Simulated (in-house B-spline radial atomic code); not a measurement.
# B²⁺: binding energies from hole states

How much more does a second hole in B²⁺ cost because of the first?

The numbers are computed with in-house B-spline radial atomic code version 1 (Dirac-Hartree-Fock, average of configuration, Fermi nucleus, basis-set limit), except any that are marked as measured or tabulated.

### Step 1. The atom as given

* element: boron (Z = 5)
* charge: +2
* electrons: 3
* configuration: [He] 2s1
* Hamiltonian: Dirac-Coulomb
* nucleus: Fermi, rms radius 2.406 fm

The outer shells:

[He] 2s1
```
[He] core
2s [↑ ]
```

The boxes draw the filling by Hund's rule, which heavy ions in jj coupling don't follow; these runs average over all states of the configuration.

Input settings:

```ini
Z = 5
electrons = 3.0
configuration = [He] 2s1
hamiltonian = dirac
method = hf
spin_polarised = False
nucleus = fermi
rms_radius = 2.406
mass_number = 11
atomic_mass = 11.009305166
speed_of_light = 137.035999084
```

From the earlier run of the reference: total energy -23.383330 hartree. Levels, eight at most:

| orbital | occupation | energy (eV) | <r> (bohr) |
| --- | --- | --- | --- |
| 1s1/2 | 2 | -239.74 | 0.3251 |
| 2s1/2 | 1 | -37.831 | 1.636 |

Single holes known from earlier runs (ΔSCF): 1s 235.43 eV, 2s 37.829 eV.

### Step 2. The 1s and 2s holes

Input settings:

```ini
Z = 5
electrons = 1.0
configuration = 1s1
hamiltonian = dirac
method = hf
spin_polarised = False
nucleus = fermi
rms_radius = 2.406
mass_number = 11
atomic_mass = 11.009305166
speed_of_light = 137.035999084
```

### Step 3. The 1s and 1s holes

Changes to the settings of step 2:

```diff
@@ -2,3 +2,3 @@
 electrons = 1.0
-configuration = 1s1
+configuration = 2s1
 hamiltonian = dirac
```

**Question.** What does each hole state cost in eV, and how does that compare with the orbital energies or single holes?

The runs gave:

| two holes | ΔSCF (eV) | less the two single holes (eV) |
| --- | --- | --- |
| 1s and 2s | 296.04 | 22.78 |
| 1s and 1s | 551.22 | 80.37 |

**Reading.** Two holes cost more than the sum of each, because the second electron leaves a more charged ion. The excess runs from 22.8 eV (1s and 2s) to 80.4 eV (1s and 1s); it tends to be largest where both holes are compact. Two partly filled shells share a symmetry and can mix in the average, which may lower the energy, in these hole states: 1s. Values are for the free ion, measured from the vacuum level.
